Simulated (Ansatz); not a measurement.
# HfO2: small, medium and large basis sets

The task here is to estimate one member of a computed series from the others.

The runs use Ansatz 0.2.0, Gaussian basis; one geometry, several basis sets.

Plan: PBE0-D4/def2-SVP; ωB97M-V/def2-SVP; PBE0-D4/def2-QZVPP; ωB97M-V/def2-QZVPP; the functionals' def2-TZVPP values are taken from earlier runs.

## Structure used throughout

The geometry comes from an earlier relaxation with PBE0-D4 in a triple-zeta def2 set; it is a stationary point. Hf takes the def2 core potential; no spin-orbit term is included.

SMILES `[O]=[Hf]=[O]`, 3 atoms, charge 0, spin multiplicity 1.

Atoms are counted from 1 here; the program's logs count them from 0.

Bond lengths: O1–Hf2 1.776 Å, Hf2–O3 1.776 Å. Angles: O1–Hf2–O3 107.7°.

Set-up of the first run:

Input file in.yaml:

```yaml
crystal:
  periodic: [false, false, false]
  atoms:
    - {symbol: O, position_ang: [0.656347, 1.263535, 0.388504]}
    - {symbol: Hf, position_ang: [0.353213, -0.486127, 0.356260]}
    - {symbol: O, position_ang: [-1.009560, -0.777408, -0.744764]}
basis:
  gaussian: {orbitals: def2-SVP}
hamiltonian: {xc: pbe0, dispersion: d4}
output: {orbitals: {seedname: orbitals}}
```

Command:

```
$ ansatz run in.yaml --threads 4 --pin off --events-out ev --progress --plain --max-ram 10444MiB
```

Steps of the session up to this table: PBE0-D4 in def2-SVP; ωB97M-V in def2-SVP; PBE0-D4 in def2-QZVPP; ωB97M-V in def2-QZVPP.

One of the session's tables, all rows but one given; the rest of the session is left out.

It belongs to the step «Density functionals: the series». 

| functional | basis | HOMO (eV) | LUMO (eV) |
| --- | --- | --- | --- |
| PBE0-D4 | def2-SVP | -6.62 | -3.31 |
| PBE0-D4 | def2-TZVPP | ? | ? |
| PBE0-D4 | def2-QZVPP | -6.77 | -3.43 |
| ωB97M-V | def2-SVP | -8.91 | -1.97 |
| ωB97M-V | def2-TZVPP | -9.03 | -2.06 |
| ωB97M-V | def2-QZVPP | -9.07 | -2.14 |

Estimate the missing values for PBE0-D4, def2-TZVPP.

As computed: HOMO (eV): -6.73; LUMO (eV): -3.40. In the column «HOMO (eV)» it lies between PBE0-D4, def2-QZVPP (-6.77) and PBE0-D4, def2-SVP (-6.62).
